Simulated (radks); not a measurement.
**Mg⁴⁺ in 1s1 2s2 2p4 3s1: an all-electron calculation**

Wanted: eigenvalues, radial structure and energy terms of the magnesium ion Mg4+.

Method: Dirac Kohn-Sham, PBEsol, spin-unpolarised, spherical densities, point nucleus; open shells fill j = l - 1/2 first. Code: radks (a radial shooting solver on a logarithmic mesh, Libxc functionals) version 1.

### Step 1. The system

```
element       : magnesium (Z = 12)
charge        : +4
electrons     : 8
configuration : 1s1 2s2 2p4 3s1
```

### Step 2. The calculation

The run's settings:

```text
Z 12
configuration 1s1 2s2 2p4 3s1
relativity Dirac
functional pbe_sol,pbe_sol
spin unpolarised
j_filling energy
nucleus point
c 137.035999084
```

**Question.** What will this run give?

The runs gave:

```
                        quantity                   value
                    total energy      -141.58564 hartree
exchange-correlation share of it                  7.28 %
                            −T/E                  1.0014
          highest occupied level       3s1/2, -52.893 eV
    most extended occupied level  3s1/2, <r> = 1.76 bohr
 radius at density 0.001 e/bohr³               2.93 bohr
    maxima of the radial density                       2
```

What this shows: The radial density shows 2 maxima for 3 occupied principal shells; where shells overlap, one shows as a shoulder or not at all. This is not the tabulated ground configuration, so its levels and sizes aren't those of the ground state, and no measured value stands beside it.
